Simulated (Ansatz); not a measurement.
Working through a ladder of methods at one geometry of C2H4BI, SMILES C=CBI

Program: the Ansatz DFT code, driven from Python.

Run as a notebook:

```python
import ansatz

BASIS_SET = "def2-SVP"
```

```python
geometry = (
    ansatz.Crystal.molecule()
    .atom("C", [0.8887, 0.9987, 0.2538])
    .atom("C", [-0.2639, 0.4027, -0.1628])
    .atom("B", [-0.4285, -1.1489, -0.0515])
    .atom("I", [-2.158, -2.1415, -0.7228])
    .atom("H", [1.683, 0.4986, 0.6539])
    .atom("H", [0.9063, 2.1381, 0.1424])
    .atom("H", [-1.056, 0.974, -0.5829])
    .atom("H", [0.5206, -1.7789, 0.414])
)

base = geometry.calculation().basis(gaussian=BASIS_SET)
```

```python
methods = ["mp2", "ccsd", "ccsd_t"]
reports = [base.correlation(m).run(threads=1).report for m in methods]
print(f"Hartree-Fock reference {reports[0]['reference_energy_ev'] / 27.211386246:.6f} Ha")
best = reports[-1]["free_energy_ev"] - reports[-1]["reference_energy_ev"]
for method, each in zip(methods, reports):
    gained = each["free_energy_ev"] - each["reference_energy_ev"]
    print(f"{method:8s} total {each['free_energy_ev'] / 27.211386246:.6f} Ha  correlation {gained:9.4f} eV  ({100 * gained / best:.1f} % of the last)")
```

    Hartree-Fock reference -399.319541 Ha
    mp2      total -399.785144 Ha  correlation  -12.6697 eV  (88.9 % of the last)
    ccsd     total -399.825236 Ha  correlation  -13.7607 eV  (96.6 % of the last)
    ccsd_t   total -399.843230 Ha  correlation  -14.2503 eV  (100.0 % of the last)

Reading the output:
- Total energies depend on the basis set; only differences at equal settings carry meaning.
- The geometry is a force-field or estimated start, not a minimum of this method, and the basis set is short of its limit. A lower total doesn't mark the better method: functionals have no common bound, and MP2 and coupled cluster aren't variational.
- def2 sets replace the cores of elements past krypton by effective core potentials.
- Inner cores stay frozen; a filled d shell under the valence of the heavier atoms is correlated with it.
- Timing: 18 s on 1 thread of Arm Neoverse V1, with other jobs on the host, peak memory 0.41 GiB.

(Lines on the test bed's own set-up are left out of the output.)
